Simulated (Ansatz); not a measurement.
**CHGaP (sextet): the correlation ladder, cc-pVDZ**

The task here is to estimate one member of a computed series from the others.

Method: cc-pVDZ, core rule «outside noble gas», up to 20 orbitals frozen; program: Ansatz 0.2.0, Gaussian basis.

The runs, in order: UHF; CCSD(T) on ROHF; CCSD(T) on UHF; BCCD(T) on ROHF; CISD; CCSDT(Q) on ROHF; CCSDT(Q) on UHF; CASSCF and NEVPT2, 13 electrons in 11 orbitals.

26 further runs of the same task are left out: 1 for a known fault of the program, 14 that didn't finish, 11 set aside as unsound or not needed.

## The system

The geometry is a PBE0/def2-TZVP stationary point (not a proven minimum) of the parent state, kept for this charge and spin. No spin-orbit coupling is included. The filled d shell of Ga may be among the frozen orbitals whatever the setting's name suggests; the logs give the count.

4 atoms, charge 0, spin multiplicity 6.

Atoms are counted from 1 here; the program's logs count them from 0.

Bond lengths: Ga1–C2 1.888 Å, Ga1–H4 1.569 Å, C2–P3 1.698 Å. Angles: C2–Ga1–H4 128.7°, Ga1–C2–P3 165.6°.

Set-up of the first run:

The input, in.yaml:

```yaml
crystal:
  periodic: [false, false, false]
  atoms:
    - {symbol: Ga, position_ang: [0.000001, -0.343840, 1.074099]}
    - {symbol: C, position_ang: [0.000008, -0.097288, -0.797987]}
    - {symbol: P, position_ang: [-0.000001, -0.300567, -2.483454]}
    - {symbol: H, position_ang: [-0.000008, 0.741696, 2.207342]}
basis:
  gaussian: {orbitals: cc-pVDZ}
magnetization: {spin_polarized: true, initial_magnetization: 5}
hamiltonian: {xc: hf}
output: {orbitals: {seedname: orbitals}}
```

Run with:

```console
> ansatz run in.yaml --threads 1 --pin off --events-out ev --progress --plain --max-ram 2393MiB
```

Steps of the session up to this table: UHF; CCSD(T) on ROHF; CCSD(T) on UHF; BCCD(T) on ROHF; CISD; CCSDT(Q) on ROHF; CCSDT(Q) on UHF; CASSCF and NEVPT2, 13 electrons in 11 orbitals.

One table of the session follows, with a row left open; its other results are not shown here.

It belongs to the step «Misses and costs». 

```
         method  from UCCSDT(Q) (meV)
           ROHF               +6897.1
            UHF               +6515.3
           RMP2               +1361.0
           UMP2               +1405.7
          RCCSD                +229.6
          UCCSD                +215.1
       RCCSD(T)                 +56.9
       UCCSD(T)                 +49.1
        BCCD(T)                 +56.1
         RCCSDT                 +20.0
         UCCSDT                 +11.2
      RCCSDT(Q)                  +8.7
      UCCSDT(Q)                     0
CASSCF frontier                     ?
NEVPT2 frontier               +1472.5
```

Q: Estimate the row for CASSCF frontier from the others.

The run gave: from UCCSDT(Q) (meV): +5843.9. In the column «from UCCSDT(Q) (meV)» it lies between NEVPT2 frontier (+1472.5) and UHF (+6515.3).

Not comparable, so not listed: CISD (they don't share determinant, frozen orbitals or solution with the rows shown, or repeat one).

Caveats from the session: Restricted and unrestricted rows rest on different reference determinants; where their highest levels disagree by more than a few hundredths of an eV, they describe different states and don't form one ladder.
